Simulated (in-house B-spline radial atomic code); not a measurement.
# Excited states and polarisability of Fe¹⁴⁺ by several methods

The task here is to estimate one member of a computed series from the others.

Method: linear response of a closed shell, each method with its own adiabatic kernel; spin-free one-electron X2C, finite nucleus; B-spline basis; no spin-orbit coupling, no double excitations; only terms of natural parity, (−1)^L, with L up to 3 are computed. Code: in-house B-spline radial atomic code version 1.

### The atom as given

```
element       : iron (Z = 26)
charge        : +14
configuration : [Ne] 3s2
runs          : TDHF; PBE; ωB97X; HSE06; BP86; CAM-B3LYP
```

Outer shells as boxes (Hund's rule):

Fe¹⁴⁺
```
[Ne] core
3s [↑↓]
```

Set-up of the first run:

Settings of the run:

```ini
Z = 26
electrons = 12.0
configuration = [Ne] 3s2
hamiltonian = x2c
method = hf
box_radius = 7.51
rms_radius = 3.7377
intervals = 68
```

The run is started by

```
> python run_td.py task.json out
```

The settings of every run stand in task.json; they run in order.

Among the steps run: TDHF.

One table of the session follows, with a row left open; its other results are not shown here.

It belongs to the step «TDHF». 

| state | full (eV) | Tamm-Dancoff (eV) |
| --- | --- | --- |
| 3s→3p ³P | 27.292 | 28.442 |
| 3s→3p ¹P | 43.059 | 43.939 |
| 3s→3d ³D | 82.362 | 82.458 |
| 3s→3d ¹D | 88.688 | 88.766 |
| 3s→4s ³S | 216.70 | 216.72 |
| 3s→4s ¹S | 220.26 | 220.29 |
| 3s→4p ³P | 232.02 | 232.03 |
| 3s→4p ¹P | 233.41 | 233.44 |
| 3s→4d ³D | 250.49 | 250.50 |
| 3s→4d ¹D | 251.22 | 251.22 |
| 3s→4f ³F | 259.27 | 259.28 |
| 3s→4f ¹F | 261.21 | 261.22 |
| 3s→5s ³S | 308.92 | 308.92 |
| 3s→5s ¹S | ? | ? |

Estimate the missing values for 3s→5s ¹S.

**Answer.** full (eV): 310.11; Tamm-Dancoff (eV): 310.12. In the column «full (eV)» it is the highest.
